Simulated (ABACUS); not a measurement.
# Pb in ABACUS: a series of runs

Runs on Pb. Level: PBE. Tasks: single point.

All numbers are computed with ABACUS 3.10.1; they aren't measurements. Logs are shortened: lines on timing, memory, paths and dates and some standing lists are left out, and cuts for length are marked.

**1. Starting point**

The cell holds a slab with vacuum, 4 atoms: a = 3.493 Å, b = 3.493 Å, c = 23.556 Å, α = 90.00°, β = 90.00°, γ = 120.00°.

The slab is cut from a database's or a generator's crystal, which needn't be the stable form of the element.

**2. Single point, PBE**

Contents of INPUT:

```
INPUT_PARAMETERS
suffix              Pb
calculation         scf
basis_type          lcao
pseudo_dir          ./
orbital_dir         ./
symmetry            1
dft_functional      pbe
ecutwfc             100
pseudo_rcut         7
nspin               1
nbands              34
ks_solver           genelpa
smearing_method     fd
smearing_sigma      0.00367493
scf_thr             1e-06
scf_nmax            100
mixing_type         broyden
mixing_beta         0.3
cal_force           1
out_mul             1
mixing_ndim         12
out_chg             1
out_pot             2
out_elf             1
```

Contents of STRU:

```
ATOMIC_SPECIES
Pb 207.2000 Pb.upf

NUMERICAL_ORBITAL
Pb_confined-atom_8au_1s1p1d.orb

LATTICE_CONSTANT
1.8897261246

LATTICE_VECTORS
3.4928246563 0.0000000000 0.0000000000
-1.7464123282 3.0248748834 0.0000000000
0.0000000000 0.0000000000 23.5556381691

ATOMIC_POSITIONS
Direct

Pb
0.0
4
0.6666666667 0.3333333333 0.3183951097 1 1 1
0.3333333333 0.6666666667 0.4394650366 1 1 1
0.0000000000 0.0000000000 0.5605349634 1 1 1
0.6666666667 0.3333333333 0.6816048903 1 1 1
```

Contents of KPT:

```
K_POINTS
0
Gamma
6 6 1 0 0 0
```

Potentials or basis: PseudoDojo NC SR 0.4.1 PBE standard, SZ LCAO (the cutoffs set its grid).

On the command line:

```sh
$ OMP_NUM_THREADS=1 mpirun -np 4 abacus > log
```

running log:

```text
ABACUS v3.10.1

               Atomic-orbital Based Ab-initio Computation at UStc

 ------------------------------------------------------------------------------------

 READING GENERAL INFORMATION
                           global_out_dir = OUT.Pb/
                           global_in_card = INPUT
                               pseudo_dir = ./
                              orbital_dir = ./
                                    DSIZE = 4
                                    GSIZE = 1

 READING UNITCELL INFORMATION
                                    ntype = 1
                  lattice constant (Bohr) = 1.88973
              lattice constant (Angstrom) = 1

 READING ATOM TYPE 1
                               atom label = Pb
                      L=0, number of zeta = 1
                      L=1, number of zeta = 1
                      L=2, number of zeta = 1
             number of atom for this type = 4

                        TOTAL ATOM NUMBER = 4
DIRECT COORDINATES
    atom                   x                   y                   z     mag                  vx                  vy                  vz
taud_Pb1            0.6666666667        0.3333333333        0.3183951097  0.0000        0.0000000000        0.0000000000        0.0000000000
taud_Pb2            0.3333333333        0.6666666667        0.4394650366  0.0000        0.0000000000        0.0000000000        0.0000000000
taud_Pb3            0.0000000000        0.0000000000        0.5605349634  0.0000        0.0000000000        0.0000000000        0.0000000000
taud_Pb4            0.6666666667        0.3333333333        0.6816048903  0.0000        0.0000000000        0.0000000000        0.0000000000

                          Volume (Bohr^3) = 1679.48
                             Volume (A^3) = 248.873

 Lattice vectors: (Cartesian coordinate: in unit of a_0)
             +3.49282                  +0                  +0
             -1.74641            +3.02487                  +0
                   +0                  +0            +23.5556
 Reciprocal vectors: (Cartesian coordinate: in unit of 2 pi/a_0)
            +0.286301           +0.165296                  -0
                   -0           +0.330592                  -0
                   +0                  -0          +0.0424527
 The esolver type has been set to : ksdft_lcao

                PAO radial cut off (Bohr) = 7

 Read in pseudopotential file is Pb.upf
                     pseudopotential type = NC
          exchange-correlation functional = PBE
                 nonlocal core correction = 1
                        valence electrons = 14
                                     lmax = 2
                           number of zeta = 3
                     number of projectors = 6
                           L of projector = 0
                           L of projector = 0
                           L of projector = 1
                           L of projector = 1
                           L of projector = 2
                           L of projector = 2
     initial pseudo atomic orbital number = 36

 SETUP THE ELECTRONS NUMBER
            electron number of element Pb = 14
      total electron number of element Pb = 56
            AUTOSET number of electrons:  = 56
                           occupied bands = 28
                                   NLOCAL = 36
                                   NBANDS = 34
                                   NBANDS = 34
                                   NLOCAL = 36

%%%%%%%%%%%%%%%%%%%%%%%%%%%%%%%%%%%%%%%%%%%%%%%%%%%%%%%%%%%%%%%%%%%%%%%%%%%%%%%%%%%%%%%%%%%%%%%%%%%%%%%%%%
 Warning: the number of valence electrons in pseudopotential > 4 for Pb: [Xe] 4f14 5d10 6s2 6p2
 Pseudopotentials with additional electrons can yield (more) accurate outcomes, but may be less efficient.
 If you're confident that your chosen pseudopotential is appropriate, you can safely ignore this warning.
%%%%%%%%%%%%%%%%%%%%%%%%%%%%%%%%%%%%%%%%%%%%%%%%%%%%%%%%%%%%%%%%%%%%%%%%%%%%%%%%%%%%%%%%%%%%%%%%%%%%%%%%%%

 SETUP THE PLANE WAVE BASIS
 energy cutoff for charge/potential (unit:Ry) = 400
            fft grid for charge/potential = [ 45, 45, 288 ]
                        fft grid division = [ 5, 5, 4 ]
        big fft grid for charge/potential = [ 9, 9, 72 ]
                                     nbxx = 1458
                                     nrxx = 145800

 SETUP PLANE WAVES FOR CHARGE/POTENTIAL
                    number of plane waves = 226711
                         number of sticks = 1201

 PARALLEL PW FOR CHARGE/POTENTIAL
     PROC   COLUMNS(POT)             PW
        1            298          56688
        2            302          56676
        3            301          56673
        4            300          56674
 --------------- sum -------------------
        4           1201         226711
                            number of |g| = 9339
                                  max |g| = 36.174
[... 49 lines left out ...]
                                       S1 = 3
                                       S3 = 0
                                       S4 = 0
                                       S6 = 2
               POINT GROUP IN SPACE GROUP = D_3d

 SETUP K-POINTS
                                    nspin = 1
                   Input type of k points = Monkhorst-Pack(Gamma)
                                   nkstot = 36
                       right hand lattice = 1
(for reciprocal lattice: )
                             BRAVAIS TYPE = 4
                     BRAVAIS LATTICE NAME = 04. Hexagonal cell
                                    ibrav = 4
                       right hand lattice = 1
(for k-lattice: )
                             BRAVAIS TYPE = 4
                     BRAVAIS LATTICE NAME = 04. Hexagonal cell
                                    ibrav = 4
                       right hand lattice = 1
                        ROTATION MATRICES = 24
                               nkstot_ibz = 7
K-POINTS REDUCTION ACCORDING TO SYMMETRY
     IBZ    DIRECT_X    DIRECT_Y    DIRECT_Z  WEIGHT  ibz2bz
       1  0.00000000  0.00000000  0.00000000  0.0278       0
       2 -0.16666667  0.16666667  0.00000000  0.1667       1
       3 -0.33333333  0.33333333  0.00000000  0.1667       2
       4  0.50000000  0.50000000  0.00000000  0.0833       3
       5 -0.16666667  0.33333333  0.00000000  0.1667       7
       6  0.50000000  0.33333333  0.00000000  0.3333       8
       7  0.33333333  0.33333333  0.00000000  0.0556      14

                               nkstot now = 7
[... K-POINTS DIRECT COORDINATES: 7 rows ...]

           k-point number in this process = 7
       minimum distributed K point number = 7
[... stars of the k points ...]

[... K-POINTS CARTESIAN COORDINATES: 7 rows ...]

[... K-POINTS DIRECT COORDINATES: 7 rows ...]

 SETUP PLANE WAVES FOR WAVE FUNCTIONS
     energy cutoff for wavefunc (unit:Ry) = 100
              fft grid for wave functions = [ 45, 45, 288 ]
                    number of plane waves = 37355
                         number of sticks = 361

 PARALLEL PW FOR WAVE FUNCTIONS
     PROC   COLUMNS(POT)             PW
        1             90           9340
        2             91           9349
        3             90           9338
        4             90           9328
 --------------- sum -------------------
        4            361          37355

 SET NONLOCAL PSEUDOPOTENTIAL PROJECTORS
 max number of nonlocal projetors among all species is 6

 -------------------------------------------
 SELF-CONSISTENT
 -------------------------------------------

 SETUP SEARCHING RADIUS FOR PROGRAM TO SEARCH ADJACENT ATOMS
                  longest orb rcut (Bohr) = 8
   longest nonlocal projector rcut (Bohr) = 2.46
                     search radius (Bohr) = 20.9
              searching radius is (Bohr)) = 20.9
         searching radius unit is (Bohr)) = 1.89
                         PeriodicBoundary = 1
                        Radius(unit:lat0) = 11.1
                                   glayer = [ 5, 5, 2 ]
                             glayer_minus = [ 4, 4, 1 ]

Find the coordinate range of the input atom(unit:lat0).
                                  min_tau = [ -21, -12.1, -16.1 ]
                                  max_tau = [ 22.7, 14.1, 39.6 ]
                                BoxNumber = [ 9, 9, 3 ]

 SETUP EXTENDED REAL SPACE GRID FOR GRID INTEGRATION
                          real space grid = [ 45, 45, 288 ]
                 big cell numbers in grid = [ 9, 9, 72 ]
             meshcell numbers in big cell = [ 5, 5, 4 ]
                        extended fft grid = [ 13, 13, 13 ]
                dimension of extened grid = [ 36, 36, 99 ]
                            UnitCellTotal = 75
              Atom number in sub-FFT-grid = 1
    Local orbitals number in sub-FFT-grid = 9
                                ParaV.nnr = 4948
                                 init_chg = atomic

 LCAO ALGORITHM --------------- ION=   1  ELEC=   1--------------------------------

 Density error is 0.00969287537303
----------------------------------------------------------
     Energy           Rydberg                 eV
----------------------------------------------------------
 E_KohnSham     -562.9669700237      -7659.5585781178
 E_Harris       -558.9417950392      -7604.7932628819
 E_Fermi        0.2616117470         3.5594104232
----------------------------------------------------------
[... 124 lines left out ...]
 Density error is 6.89525159586e-07
----------------------------------------------------------
     Energy           Rydberg                 eV
----------------------------------------------------------
 E_KohnSham     -562.9674271829      -7659.5647980875
 E_KS(sigma->0) -562.9669195419      -7659.5578912771
 E_Harris       -562.9669969846      -7659.5589449391
 E_band         -39.7803648627       -541.2396306511
 E_one_elec     -2269.7830283350     -30881.9824090512
 E_Hartree      1160.5199253565      15789.6836273827
 E_xc           -160.0672688745      -2177.8269199913
 E_Ewald        706.3639599521       9610.5747171930
 E_entropy(-TS) -0.0010152820        -0.0138136208
 E_descf        0.0000000000         0.0000000000
 E_exx          0.0000000000         0.0000000000
 E_Fermi        0.2815681142         3.8309307282
----------------------------------------------------------

 charge density convergence is achieved
 final etot is -7659.5647981 eV
 EFERMI = 3.8309307282 eV
The vacuum level is 7.3644884263 eV

 STATE ENERGY(eV) AND OCCUPATIONS    NSPIN == 1
 1/7 kpoint (Cartesian) = 0.0000 0.0000 0.0000 (7127 pws)
       1       -13.2155      0.0555556
       2       -13.2152      0.0555556
       3       -13.1990      0.0555556
       4       -13.1990      0.0555556
       5       -13.1985      0.0555556
       6       -13.1985      0.0555556
[... 206 lines left out ...]
      33        5.86203    1.52060e-18
      34        6.58203    8.47597e-25

[... levels at 1 further k points ...]

 correction force for each atom along direction 1 is 3.38377e-09
 correction force for each atom along direction 2 is -1.92191e-09
 correction force for each atom along direction 3 is 4.89174e-11
------------------------------------------------------------------------------------------
 TOTAL-FORCE (eV/Angstrom)
------------------------------------------------------------------------------------------
                       Pb1         0.0000000000         0.0000000000        -0.2968560641
                       Pb2         0.0000000000         0.0000000000        -0.0105509097
                       Pb3         0.0000000000         0.0000000000         0.0105509097
                       Pb4         0.0000000000         0.0000000000         0.2968560641
------------------------------------------------------------------------------------------

 --------------------------------------------
 !FINAL_ETOT_IS -7659.564798087482 eV
 --------------------------------------------
```

It took 8.4 s on 4 MPI ranks of Intel Xeon Platinum 8488C (Sapphire Rapids), shared host; peak memory 0.56 GiB.

These settings aren't checked as converged: the numbers below hold their error.

Results:

```
Free energy                     : -7659.5648 eV
Largest force                   : 0.297 eV/Å
Band gap on the k mesh          : none (metal or under the smearing width)
Work function of the upper face : 3.53 eV
Work function of the lower face : 3.53 eV
```

Caveat: the atomic orbitals were generated for these runs and aren't a published set; confined orbitals describe the vacuum poorly, which shifts work functions; the basis of atomic orbitals isn't converged, which shifts pressures, moduli and gaps.

**3. Single point, PBE**

INPUT is that of step 2.

Changes to STRU since step 2:

```diff
@@ -4,3 +4,3 @@
 NUMERICAL_ORBITAL
-Pb_confined-atom_8au_1s1p1d.orb
+Pb_confined-atom_8au_2s2p2d.orb
```

KPT is that of step 2.

Potentials or basis: PseudoDojo NC SR 0.4.1 PBE standard, DZP LCAO (the cutoffs set its grid).

On the command line:

```sh
$ OMP_NUM_THREADS=1 mpirun -np 4 abacus > log
```

Run time: 17 s. Hardware: 4 MPI ranks of Intel Xeon Platinum 8488C (Sapphire Rapids), shared host; peak memory 0.64 GiB.

It converged, with:

| Quantity | Value |
| --- | --- |
| Free energy | -7660.0658 eV |
| Largest force | 0.162 eV/Å |
| Band gap on the k mesh | none (metal or under the smearing width) |
| Work function of the upper face | 3.46 eV |
| Work function of the lower face | 3.46 eV |

Forces in eV/Å, atoms in the order of the input:
```
Pb   0.000  0.000 -0.162
Pb   0.000  0.000 -0.028
Pb   0.000  0.000  0.028
Pb   0.000  0.000  0.162
```

Levels at points of the mesh, in eV from the Fermi level:
```
           k point  band 24  band 25  band 26  band 27  band 28  band 29  band 30  band 31  band 32  band 33
(0.00, 0.00, 0.00)    -8.70    -3.48    -1.51     1.14     4.26     6.07     6.07     6.44     6.44     7.01
(0.50, 0.50, 0.00)    -6.93    -3.89    -3.10    -2.75    -2.33     0.74     1.28     2.06     2.44     3.21
```

Caveat: the atomic orbitals were generated for these runs and aren't a published set; confined orbitals describe the vacuum poorly, which shifts work functions; the basis of atomic orbitals isn't converged, which shifts pressures, moduli and gaps. Spin-orbit coupling is left out, which matters for the levels of Pb.

**4. Single point, PBE**

Changes to INPUT since step 3:

```diff
@@ -22,4 +22 @@
 mixing_ndim         12
-out_chg             1
-out_pot             2
-out_elf             1
```

Changes to STRU since step 3:

```diff
@@ -4,3 +4,3 @@
 NUMERICAL_ORBITAL
-Pb_confined-atom_8au_2s2p2d.orb
+Pb_confined-atom_8au_3s3p3d1f.orb
```

KPT is that of step 3.

Potentials or basis: PseudoDojo NC SR 0.4.1 PBE standard, TZDP LCAO (the cutoffs set its grid).

On the command line:

```sh
$ OMP_NUM_THREADS=1 mpirun -np 4 abacus > log
```

Run time: 35 s. Hardware: 4 MPI ranks of Intel Xeon Platinum 8488C (Sapphire Rapids), shared host; peak memory 0.64 GiB.

Results (log left out):

```yaml
Free_energy: -7660.2530 eV
Largest_force: 0.052 eV/Å
Band_gap_on_the_k_mesh: none (metal or under the smearing width)
```

Forces in eV/Å, atoms in the order of the input:
```
Pb   0.000  0.000 -0.052
Pb   0.000  0.000 -0.043
Pb   0.000  0.000  0.043
Pb   0.000  0.000  0.052
```

Levels at points of the mesh, in eV from the Fermi level:
| k point | band 25 | band 26 | band 27 | band 28 | band 29 | band 30 | band 31 | band 32 |
| --- | --- | --- | --- | --- | --- | --- | --- | --- |
| (0.00, 0.00, 0.00) | -3.46 | -1.51 | 1.10 | 4.05 | 5.90 | 5.90 | 6.34 | 6.34 |
| (0.50, 0.50, 0.00) | -3.87 | -3.08 | -2.74 | -2.32 | 0.74 | 1.27 | 2.03 | 2.38 |

Caveat: the atomic orbitals were generated for these runs and aren't a published set; the basis of atomic orbitals isn't converged, which shifts pressures, moduli and gaps. The run has no spin-orbit coupling, so splittings on Pb are missing.

**5. Single point, PBE**

Contents of INPUT:

```
INPUT_PARAMETERS
suffix              Pb
calculation         scf
basis_type          pw
pseudo_dir          ./
symmetry            1
dft_functional      pbe
ecutwfc             63
pseudo_rcut         7
nspin               1
nbands              34
ks_solver           dav
smearing_method     fd
smearing_sigma      0.00367493
scf_thr             1e-08
scf_nmax            100
mixing_type         broyden
mixing_beta         0.3
cal_force           1
mixing_ndim         12
kpar                4
```

Changes to STRU since step 4:

```diff
@@ -2,5 +2,2 @@
 Pb 207.2000 Pb.upf
-
-NUMERICAL_ORBITAL
-Pb_confined-atom_8au_3s3p3d1f.orb
```

KPT is that of step 4.

Potentials or basis: PseudoDojo NC SR 0.4.1 PBE standard, plane waves.

On the command line:

```sh
$ OMP_NUM_THREADS=1 mpirun -np 4 abacus > log
```

Run time: 33 s. Hardware: 4 MPI ranks of Intel Xeon Platinum 8488C (Sapphire Rapids), shared host; peak memory 1 GiB.

The run converged. Its results:

- Free energy: -7660.4368 eV
- Largest force: 0.042 eV/Å
- Band gap on the k mesh: none (metal or under the smearing width)

Forces on the atoms (eV/Å):
```
Pb   0.000  0.000 -0.023
Pb   0.000  0.000 -0.042
Pb   0.000  0.000  0.042
Pb   0.000  0.000  0.023
```

Levels at points of the mesh, in eV from the Fermi level:
| k point | band 24 | band 25 | band 26 | band 27 | band 28 | band 29 | band 30 | band 31 | band 32 | band 33 |
| --- | --- | --- | --- | --- | --- | --- | --- | --- | --- | --- |
| (0.00, 0.00, 0.00) | -8.66 | -3.45 | -1.52 | 0.93 | 3.02 | 3.49 | 4.81 | 4.91 | 5.84 | 5.84 |
| (0.50, 0.50, 0.00) | -6.89 | -3.86 | -3.07 | -2.74 | -2.31 | 0.75 | 1.27 | 2.03 | 2.37 | 3.11 |

The run has no spin-orbit coupling, so splittings on Pb are missing.

**6. The runs side by side**

| potentials or basis | cutoff (eV) | orbital files | SCF threshold on the density | eigensolver | gap on the mesh (eV) | largest force (eV/Å) |
| --- | --- | --- | --- | --- | --- | --- |
| PseudoDojo NC SR 0.4.1 PBE standard, DZP LCAO (the cutoffs set its grid) | 1361 | Pb Pb_confined-atom_8au_2s2p2d.orb | 1e-06 | genelpa | none | 0.16 |
| PseudoDojo NC SR 0.4.1 PBE standard, TZDP LCAO (the cutoffs set its grid) | 1361 | Pb Pb_confined-atom_8au_3s3p3d1f.orb | 1e-06 | genelpa | none | 0.05 |
| PseudoDojo NC SR 0.4.1 PBE standard, plane waves | 857 | - | 1e-08 | dav | none | 0.04 |

Alike in all rows: task single point; level PBE; no spin polarisation; cell as given; k mesh 6 × 6 × 1; smearing fermi-dirac 0.05 eV.

Caveats: the atomic orbitals were generated for these runs and aren't a published set (some runs); the basis of atomic orbitals isn't converged, which shifts pressures, moduli and gaps (some runs); confined orbitals describe the vacuum poorly, which shifts work functions (some runs).

Absolute energies hang on the potentials; compare differences alone.
